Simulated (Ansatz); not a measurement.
# C₂H₄BCl: small, medium and large basis sets

How large a basis does C₂H₄BCl need? Two functionals are run in growing sets.

Method: one geometry, several basis sets; program: Ansatz 0.2.0, Gaussian basis.

Plan: PBE0-D4/def2-SVP; ωB97M-V/def2-SVP; PBE0-D4/def2-QZVPP; ωB97M-V/def2-QZVPP; the functionals' def2-TZVPP values are taken from earlier runs.

## (1) The geometry

An earlier PBE0-D4 in a triple-zeta def2 set relaxation fixed the geometry.

SMILES `ClB1CC1`, 8 atoms, charge 0, spin multiplicity 1.

Atoms are counted from 1 here; the program's logs count them from 0.

Bond lengths: Cl1–B2 1.717 Å, B2–C3 1.513 Å, B2–C4 1.513 Å, C3–C4 1.562 Å, C3–H5 1.086 Å, C3–H6 1.086 Å, C4–H7 1.086 Å, C4–H8 1.086 Å. Angles: Cl1–B2–C3 148.9°, Cl1–B2–C4 148.9°, C3–B2–C4 62.1°, B2–C3–C4 58.9°, B2–C3–H5 120.4°, B2–C3–H6 120.4°, C4–C3–H5 117.0°, C4–C3–H6 117.0°, H5–C3–H6 112.7°, B2–C4–C3 58.9°, B2–C4–H7 120.4°, B2–C4–H8 120.4°, C3–C4–H7 117.0°, C3–C4–H8 117.0°, H7–C4–H8 112.7°.

## (2) PBE0-D4 in def2-SVP

The input, in.yaml:

```yaml
crystal:
  periodic: [false, false, false]
  atoms:
    - {symbol: Cl, position_ang: [-2.492963, 0.742748, -0.419685]}
    - {symbol: B, position_ang: [-0.868601, 0.256381, -0.151999]}
    - {symbol: C, position_ang: [0.564674, 0.635234, 0.151611]}
    - {symbol: C, position_ang: [0.151335, -0.856990, -0.051372]}
    - {symbol: H, position_ang: [1.189731, 1.082855, -0.616086]}
    - {symbol: H, position_ang: [0.853673, 0.935026, 1.155114]}
    - {symbol: H, position_ang: [0.515255, -1.352287, -0.947284]}
    - {symbol: H, position_ang: [0.179096, -1.500065, 0.823901]}
basis:
  gaussian: {orbitals: def2-SVP}
hamiltonian: {xc: pbe0, dispersion: d4}
output: {orbitals: {seedname: orbitals}}
```

The run is started by

```console
> ansatz run in.yaml --threads 2 --pin off --events-out ev --progress --plain --max-ram 4352MiB
```

Standard output:

```text
Functional definition: PBE0
  name "PBE0"
  cite "Adamo & Barone, J. Chem. Phys. 110, 6158 (1999) doi:10.1063/1.478522"
  cite "Perdew, Burke & Ernzerhof, Phys. Rev. Lett. 77, 3865 (1996) doi:10.1103/PhysRevLett.77.3865"
  parent pbe
  parameter a = 0.25
  parameter kappa = 0.804
  parameter beta = 0.06672455060314922
  exchange = (1 - a)*pbe_x(kappa = kappa, mu = beta*pi^2/3) + a*exact_x
  correlation = pbe_c(beta = beta)
915 factors; their error is unknown
mean field evaluation 1: about -15318.0918 eV, gradient 4.9e1 eV
mean field evaluation 2: about -15314.6016 eV, gradient 6.0e1 eV
mean field evaluation 4: about -15324.3109 eV, gradient 1.7e0 eV
mean field evaluation 8: about -15324.3551 eV, gradient 2.7e-2 eV
mean field -15324.35509685 eV, -563.1596625883 hartree, gradient 7.6e-5 eV, S^2 0.000000; 0 other end points of the search recorded, 0 dependent functions left out
reference -15324.35511980 eV, -563.1596634317 hartree; 19, 19 occupied and 61, 61 virtual orbitals, 915 factors
Total energy: -15324.47159409 eV, -563.1639437829 hartree
```

Run time: 1.1 s. Hardware: 2 threads of Arm Neoverse V1, shared host.

## (3) ωB97M-V in def2-SVP

in.yaml: that of step 2 with these lines changed.

```diff
@@ -13,3 +13,3 @@
   gaussian: {orbitals: def2-SVP}
-hamiltonian: {xc: pbe0, dispersion: d4}
+hamiltonian: {xc: {name: wB97M-V}}
 output: {orbitals: {seedname: orbitals}}
```

Launched as before.

Standard output:

```text
Functional definition: wB97M-V
  name "wB97M-V"
  cite "Mardirossian & Head-Gordon, J. Chem. Phys. 144, 214110 (2016) doi:10.1063/1.4952647"
  cite "Becke, J. Chem. Phys. 107, 8554 (1997) doi:10.1063/1.475007"
  cite "Vydrov & Van Voorhis, J. Chem. Phys. 133, 244103 (2010) doi:10.1063/1.3521275"
  # Of w^i u^j: cxij and so on, Table III.
  parameter omega = 0.3/bohr
  parameter cx = 0.15
  parameter cx01 = 1.007
  parameter cx10 = 0.259
  parameter css00 = 0.443
  parameter css04 = -1.437
  parameter css10 = -4.535
  parameter css20 = -3.390
  parameter css43 = 4.278
  parameter cos00 = 1.000
  parameter cos10 = 1.358
  parameter cos20 = 2.924
  parameter cos21 = -8.812
  parameter cos60 = -1.390
  parameter cos61 = 9.142
  parameter b = 6.0
  parameter c = 0.01
  gx(w, u) = 1 - cx + cx01*u + cx10*w
  gss(w, u) = css00 + css04*u^4 + css10*w + css20*w^2 + css43*w^4*u^3
  gos(w, u) = cos00 + cos10*w + (cos20 + cos21*u)*w^2 + (cos60 + cos61*u)*w^6
  exchange = spin_sum(e_x_unif_sr(omega)*gx(b97_w, b97_u_x)) + cx*exact_x_sr(omega) + exact_x_lr(omega)
  correlation = spin_sum(e_c_pw_mod_same_spin*gss(b97_w, b97_u_same))
      + integral(e_c_pw_mod_opposite_spin*gos(b97_w_opposite, b97_u_opposite)) + vv10(b, c)
908 factors; their error is unknown
221 factors; integrals over basis functions are off by at most 1.0e-5 eV
mean field evaluation 1: about -15326.3468 eV, gradient 3.7e1 eV
mean field evaluation 2: about -15327.8793 eV, gradient 2.9e1 eV
mean field evaluation 4: about -15329.8614 eV, gradient 7.5e-1 eV
mean field evaluation 8: about -15329.8712 eV, gradient 2.3e-1 eV
mean field -15329.87134632 eV, -563.3623810171 hartree, gradient 4.9e-5 eV, S^2 0.000000; 0 other end points of the search recorded, 0 dependent functions left out
reference -15329.87138063 eV, -563.3623822780 hartree; 19, 19 occupied and 61, 61 virtual orbitals, 908 factors
Total energy: -15329.87138063 eV, -563.3623822780 hartree
```

It took 4.6 s on 2 threads of Arm Neoverse V1, shared host.

## (4) PBE0-D4 in def2-QZVPP

in.yaml: that of step 3 with these lines changed.

```diff
@@ -12,4 +12,4 @@
 basis:
-  gaussian: {orbitals: def2-SVP}
-hamiltonian: {xc: {name: wB97M-V}}
+  gaussian: {orbitals: "def2-QZVPP.json"}
+hamiltonian: {xc: pbe0, dispersion: d4}
 output: {orbitals: {seedname: orbitals}}
```

Launched as before.

Standard output:

```text
Functional definition: PBE0
  name "PBE0"
  cite "Adamo & Barone, J. Chem. Phys. 110, 6158 (1999) doi:10.1063/1.478522"
  cite "Perdew, Burke & Ernzerhof, Phys. Rev. Lett. 77, 3865 (1996) doi:10.1103/PhysRevLett.77.3865"
  parent pbe
  parameter a = 0.25
  parameter kappa = 0.804
  parameter beta = 0.06672455060314922
  exchange = (1 - a)*pbe_x(kappa = kappa, mu = beta*pi^2/3) + a*exact_x
  correlation = pbe_c(beta = beta)
1157 factors; their error is unknown
mean field evaluation 1: about -15322.2381 eV, gradient 6.5e1 eV
mean field evaluation 2: about -15312.0706 eV, gradient 8.7e1 eV
mean field evaluation 4: about -15332.1263 eV, gradient 3.9e0 eV
mean field evaluation 8: about -15332.1555 eV, gradient 3.4e-2 eV
mean field evaluation 16: about -15332.1685 eV, gradient 3.0e-5 eV
mean field -15332.16852732 eV, -563.4468008618 hartree, gradient 3.0e-5 eV, S^2 0.000000; 0 other end points of the search recorded, 0 dependent functions left out
reference -15332.16856205 eV, -563.4468021382 hartree; 19, 19 occupied and 342, 342 virtual orbitals, 1157 factors
Total energy: -15332.28503634 eV, -563.4510824894 hartree
```

Run time: 7.5 s. Hardware: 2 threads of Arm Neoverse V1, shared host; peak memory 0.88 GiB.

## (5) ωB97M-V in def2-QZVPP

in.yaml: that of step 4 with these lines changed.

```diff
@@ -13,3 +13,3 @@
   gaussian: {orbitals: "def2-QZVPP.json"}
-hamiltonian: {xc: pbe0, dispersion: d4}
+hamiltonian: {xc: {name: wB97M-V}}
 output: {orbitals: {seedname: orbitals}}
```

Same command.

Standard output:

```text
Functional definition: wB97M-V
  name "wB97M-V"
  cite "Mardirossian & Head-Gordon, J. Chem. Phys. 144, 214110 (2016) doi:10.1063/1.4952647"
  cite "Becke, J. Chem. Phys. 107, 8554 (1997) doi:10.1063/1.475007"
  cite "Vydrov & Van Voorhis, J. Chem. Phys. 133, 244103 (2010) doi:10.1063/1.3521275"
  # Of w^i u^j: cxij and so on, Table III.
  parameter omega = 0.3/bohr
  parameter cx = 0.15
  parameter cx01 = 1.007
  parameter cx10 = 0.259
  parameter css00 = 0.443
  parameter css04 = -1.437
  parameter css10 = -4.535
  parameter css20 = -3.390
  parameter css43 = 4.278
  parameter cos00 = 1.000
  parameter cos10 = 1.358
  parameter cos20 = 2.924
  parameter cos21 = -8.812
  parameter cos60 = -1.390
  parameter cos61 = 9.142
  parameter b = 6.0
  parameter c = 0.01
  gx(w, u) = 1 - cx + cx01*u + cx10*w
  gss(w, u) = css00 + css04*u^4 + css10*w + css20*w^2 + css43*w^4*u^3
  gos(w, u) = cos00 + cos10*w + (cos20 + cos21*u)*w^2 + (cos60 + cos61*u)*w^6
  exchange = spin_sum(e_x_unif_sr(omega)*gx(b97_w, b97_u_x)) + cx*exact_x_sr(omega) + exact_x_lr(omega)
  correlation = spin_sum(e_c_pw_mod_same_spin*gss(b97_w, b97_u_same))
      + integral(e_c_pw_mod_opposite_spin*gos(b97_w_opposite, b97_u_opposite)) + vv10(b, c)
1141 factors; their error is unknown
287 factors; integrals over basis functions are off by at most 1.1e-5 eV
mean field evaluation 1: about -15332.0617 eV, gradient 5.0e1 eV
mean field evaluation 2: about -15333.8979 eV, gradient 4.1e1 eV
mean field evaluation 4: about -15337.7531 eV, gradient 1.3e0 eV
mean field evaluation 8: about -15337.7663 eV, gradient 3.0e-1 eV
mean field evaluation 16: about -15337.7665 eV, gradient 2.7e-5 eV
mean field -15337.76645070 eV, -563.6525207519 hartree, gradient 2.7e-5 eV, S^2 0.000000; 0 other end points of the search recorded, 0 dependent functions left out
reference -15337.76650500 eV, -563.6525227471 hartree; 19, 19 occupied and 342, 342 virtual orbitals, 1141 factors
Total energy: -15337.76650500 eV, -563.6525227471 hartree
```

It took 20 s on 2 threads of Arm Neoverse V1, shared host; peak memory 1.1 GiB.

## (6) Functionals by basis

The def2-TZVPP values come from earlier runs at the same geometry.

```tsv
functional	basis	functions	energy (eV)	from the largest (eV)	HOMO (eV)	LUMO (eV)
PBE0-D4	def2-SVP	80	-15324.4716	7.813	-7.17	-0.98
PBE0-D4	def2-TZVPP	191	-15331.7588	0.526	-7.27	-1.14
PBE0-D4	def2-QZVPP	361	-15332.2850	0.000	-7.29	-1.18
ωB97M-V	def2-SVP	80	-15329.8714	7.895	-9.40	1.15
ωB97M-V	def2-TZVPP	191	-15337.2737	0.493	-9.52	0.96
ωB97M-V	def2-QZVPP	361	-15337.7665	0.000	-9.54	0.89
```

## (7) Summary of results

| quantity | value |
| --- | --- |
| PBE0-D4: double and triple zeta above quadruple | 7.81, 0.53 eV |
| ωB97M-V: double and triple zeta above quadruple | 7.90, 0.49 eV |

For PBE0-D4 the step from double to triple zeta gains 7.29 eV and the next only 0.53 eV. Total energies overstate the basis error of differences, where much of it tends to cancel.

For PBE0-D4 the largest set took about 7 times as long as the smallest (7.5 s against 1.1 s).
